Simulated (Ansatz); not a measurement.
# HOTi: the cost of one run

Computed with Ansatz 0.2.0, Gaussian basis. Level: def2-TZVPP, core rule «outside noble gas», up to 10 orbitals frozen.

To be run: UHF; ROHF; CCSD(T) on UHF.

2 further runs of the same task are left out: 2 set aside as unsound or not needed.

## 1. The geometry

The geometry is a PBE0/def2-TZVP stationary point (not a proven minimum) of the parent state, kept for this charge and spin.

3 atoms, charge 1, spin multiplicity 5.

Atoms are counted from 1 here; the program's logs count them from 0.

Bond lengths: Ti1–O2 1.725 Å, O2–H3 0.963 Å. Angles: Ti1–O2–H3 180.0°.

## 2. UHF

Input file in.yaml:

```yaml
crystal:
  periodic: [false, false, false]
  atoms:
    - {symbol: Ti, position_ang: [0.000000, 0.000000, 1.470824]}
    - {symbol: O, position_ang: [0.000000, 0.000000, -0.253684]}
    - {symbol: H, position_ang: [0.000000, 0.000000, -1.217140]}
basis:
  gaussian: {orbitals: def2-TZVPP}
total_charge: 1
magnetization: {spin_polarized: true, initial_magnetization: 4}
hamiltonian: {xc: hf}
output: {orbitals: {seedname: orbitals}}
```

Command:

```console
ansatz run in.yaml --threads 1 --pin off --events-out ev --progress --plain --max-ram 4096MiB --backend cpu
```

**Question.** How long does this run take on 1 thread of AMD EPYC 7R13, shared host, and how much memory does it need?

About 26 s, with a peak of 0.28 GiB.
